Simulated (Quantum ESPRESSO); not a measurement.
## Si: phonons with PBE

Crystal: Si.

```
CELL_PARAMETERS angstrom
0.00000 2.71550 2.71550
2.71550 0.00000 2.71550
2.71550 2.71550 0.00000
ATOMIC_POSITIONS crystal
Si 0.00000 0.00000 0.00000
Si 0.25000 0.25000 0.25000
```

- Program: Quantum ESPRESSO 7.5
- Task: phonons
- Functional: PBE
- Potentials or basis: PseudoDojo 0.4.1 SR PBE standard
- Cutoff: 490 eV
- Density cutoff: 1959 eV
- k mesh: 8 × 8 × 8, shifted
- Occupations: fermi-dirac, width 0.01 eV
- Spin: no spin polarisation
- Mixing beta: 0.5
- Most SCF iterations: 120
- SCF threshold: 4e-10 Ry

| Quantity | Value |
| --- | --- |
| Pressure | 1.9 GPa |
| Electronic dielectric tensor (diagonal) | 12.90 |
| Born charges (mean of the diagonal) | Si -0.00 e |
| Highest phonon frequency at Γ | 514 cm⁻¹ |
| Static dielectric tensor (diagonal) | 12.90 |

Levels at points of the mesh, in eV from the valence-band top:
```tsv
k point	band 1	band 2	band 3	band 4	band 5	band 6	band 7	band 8	band 9
(0.06, 0.06, 0.06)	-11.83	-0.45	0.00	0.00	2.70	2.77	2.77	3.81	7.65
```

Phonon frequencies in cm⁻¹ (negative: imaginary):
| q point | frequencies |
| --- | --- |
| (0.000, 0.000, 0.000) | -1 -1 -1 514 514 514 |

Electronic dielectric tensor:
```
12.90  0.00  0.00
 0.00 12.90  0.00
 0.00  0.00 12.90
```

Born effective charge tensors (e):
atom 1, Si
```
0.00 0.00 0.00
0.00 0.00 0.00
0.00 0.00 0.00
```
atom 2, Si
```
0.00 0.00 0.00
0.00 0.00 0.00
0.00 0.00 0.00
```

Optical modes at Γ, degenerate ones joined, polar ones without the macroscopic field:
| cm⁻¹ | components | symmetry | active in | IR intensity, summed ((D/Å)²/amu) |
| --- | --- | --- | --- | --- |
| 514 | 3 | T2g | Raman | 0.00 |

Static dielectric tensor, electrons and zone-centre modes:
```
12.90  0.00  0.00
 0.00 12.90  0.00
 0.00  0.00 12.90
```

Run time: 73 s on 1 thread of Arm Neoverse V2 (shared host), peak memory 0.05 GiB.
